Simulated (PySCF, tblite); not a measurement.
# beryllium trimer anion, excited state (Be3−) (doublet): geometry, infrared bands and EPR parameters

Aim: predict the infrared bands and EPR parameters of beryllium trimer anion, excited state (Be3−) (doublet) (`[Be]1[Be][Be-]1`).

Computed with tblite 0.8.0 and PySCF 2.14.0, with density-fitted response routines of our own, on a single molecule in the gas phase. Atoms are numbered from 0 throughout.

## Step 1: Starting geometry

3 atoms, charge -1, multiplicity 2; geometry from: force field or distance geometry start.

Bonds of the start (Å): Be0–Be1 1.72, Be1–Be2 2.05, Be2–Be0 1.99.

## Step 2: Relaxing the molecule with GFN2-xTB

Job settings and geometry (Å):

```
{"job": {"kind": "relax", "xc": "GFN2-xTB", "basis": "xTB"}, "charge": -1, "multiplicity": 2}
Be    -0.531100     0.885700    -0.015400
Be    -0.677700    -0.829900    -0.027000
Be     1.220300    -0.058300     0.029800
```

On the command line:

```console
$ OMP_NUM_THREADS=1 python probes_run.py task.json out
```

The driver reads the jobs from task.json and runs them one after another.

**Question.** This job is followed by: GFN2-xTB harmonic vibrations, gas phase; PBE0-D3(BJ)/def2-SVP geometry optimisation, gas phase; UKS B3LYP, def2-TZVP-core on Be, non-relativistic, mean-field spin-orbit, GIAO. Predict these results of the whole session: highest mode; zero-point energy (GFN2-xTB); point group; rotational constants (main isotopes); g(iso) (B3LYP); ⟨S²⟩; largest a(iso) (averaged by class).

The runs gave:

| quantity | value |
| --- | --- |
| highest mode | 114 cm⁻¹, infrared intensity under 0.5 km/mol |
| zero-point energy (GFN2-xTB) | 0.4 kcal/mol |
| point group | D3h |
| rotational constants (main isotopes) | 23.08, 22.99, 11.52 GHz |
| g(iso) (B3LYP) | 2.00237 |
| ⟨S²⟩ | 0.753 (exact 0.75) |
| largest a(iso) (averaged by class) | 9Be on Be0, Be1, Be2, -1.1 MHz |

In words: Over 18 steps the energy fell by 5.012 eV; of the close pairs, Be0–Be1 changed most, 1.722 to 4.561 Å (GFN2-xTB). All 3 modes are real, so the xTB geometry is a minimum. GFN2-xTB is a fitted tight-binding method: band positions and strengths are rough. Its intensities can rank the bands wrongly. Over 23 steps the energy fell by 2.291 eV; of the close pairs, Be1–Be2 changed most, 4.542 to 2.205 Å (PBE0/def2-SVP). The largest spin populations lie on Be1 (0.33 e), Be2 (0.33 e), Be0 (0.33 e). The isotropic g lies 0.1 ppt above the free-electron value.
